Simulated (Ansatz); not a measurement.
**MnSi (P2_13): equation of state**

The task here is to estimate one member of a computed series from the others.

The COD entry's cell or inner coordinates are ideal or old and differ from later refinements, so a difference from it is no clean test against experiment.

Program: Ansatz 0.2.0. Level of theory: DFT PBE, scalar-relativistic, plane waves, PAW. These are calculated values, not measurements.

Spin polarisation is switched off on purpose; where the compound carries moments, volume, stiffness and gap are then not the real material's.

### The system as given

Symmetry: P2_13, No. 198, cubic system. The conventional cell has a = 4.497 Å, b = 4.497 Å, c = 4.497 Å, α = 90.00°, β = 90.00°, γ = 90.00°. Mn (site symmetry 3) is surrounded by 7 Si at 2.27 to 2.51 Å. Si (site symmetry 3) has 7 Mn at 2.27 to 2.51 Å as nearest neighbours.

Coordinates:

```cif
data_structure
_symmetry_space_group_name_H-M 'P 1'
_symmetry_Int_Tables_number 1
_cell_length_a 4.4973
_cell_length_b 4.4973
_cell_length_c 4.4973
_cell_angle_alpha 90.000
_cell_angle_beta 90.000
_cell_angle_gamma 90.000
_cell_volume 90.96
loop_
_atom_site_label
_atom_site_type_symbol
_atom_site_fract_x
_atom_site_fract_y
_atom_site_fract_z
_atom_site_occupancy
Mn1 Mn 0.13719 0.13719 0.13719 1
Mn2 Mn 0.36281 0.86281 0.63719 1
Mn3 Mn 0.63719 0.36281 0.86281 1
Mn4 Mn 0.86281 0.63719 0.36281 1
Si1 Si 0.84564 0.84564 0.84564 1
Si2 Si 0.65436 0.15436 0.34564 1
Si3 Si 0.34564 0.65436 0.15436 1
Si4 Si 0.15436 0.34564 0.65436 1
```

This cell comes from an earlier session at PBE: 11.370 Å³/atom at 0.00 GPa, on a 8×8×8 mesh.

Volume factors to run: 0.980, 1.020, 0.960, 1.040.

The first run:

File input.yaml:

```yaml
crystal:
  lattice:
    - [4.4671536779, 0.0, 0.0]
    - [0.0, 4.4671536779, 0.0]
    - [0.0, 0.0, 4.4671536779]
  atoms:
    - { symbol: Mn, position: [0.1371854628, 0.1371854628, 0.1371854628] }
    - { symbol: Mn, position: [0.3628145372, 0.8628145372, 0.6371854628] }
    - { symbol: Mn, position: [0.6371854628, 0.3628145372, 0.8628145372] }
    - { symbol: Mn, position: [0.8628145372, 0.6371854628, 0.3628145372] }
    - { symbol: Si, position: [0.8456431428, 0.8456431428, 0.8456431428] }
    - { symbol: Si, position: [0.6543568572, 0.1543568572, 0.3456431428] }
    - { symbol: Si, position: [0.3456431428, 0.6543568572, 0.1543568572] }
    - { symbol: Si, position: [0.1543568572, 0.3456431428, 0.6543568572] }
basis:
  ecutwfc: 420
  ecutrho_ratio: 4
kpoints:
  mp_grid: { grid: [8, 8, 8] }
hamiltonian:
  xc: pbe
scf:
  occupations: { method: gaussian, width: 0.05 }
output:
  forces: true
  stress: true
  eigenvalues: true
relax:
  f_tol: 0.01
  max_steps: 40
```

Started as:

```sh
$ ansatz run input.yaml --threads 2 --pin off --max-ram 5120MiB --backend cpu --events-out ev --progress --plain --runs-dir out
```

Among the steps run: At 0.980 of the relaxed volume; Volume × 1.020; Volume × 0.960; Scaling the volume by 1.040.

One table of the session follows, with a row left open; its other results are not shown here.

It belongs to the step «The fit». 

```
volume (Å³/atom)  energy (meV/atom)  pressure (GPa)
          10.916              13.31            9.77
          11.143                  ?               ?
          11.370               0.00            0.00
          11.598               3.01           -4.13
          11.825              11.57           -7.82
```

Estimate the missing values for volume (Å³/atom) = 11.143.

Worked estimate for «energy (meV/atom)». A straight line through the neighbours (10.916, 13.31) and (11.370, 0.00) gives 13.31 + (0.00 − 13.31) × (11.143 − 10.916) / (11.370 − 10.916) = 6.65; a parabola fitted to 3 rows on both sides gives 3.44.

As computed: energy (meV/atom): 3.19; pressure (GPa): 4.62. In «energy (meV/atom)» the line misses by +3.46 and the parabola by +0.25.

Caveats from the session: Warnings in the runs' records: stress scf threshold loose.
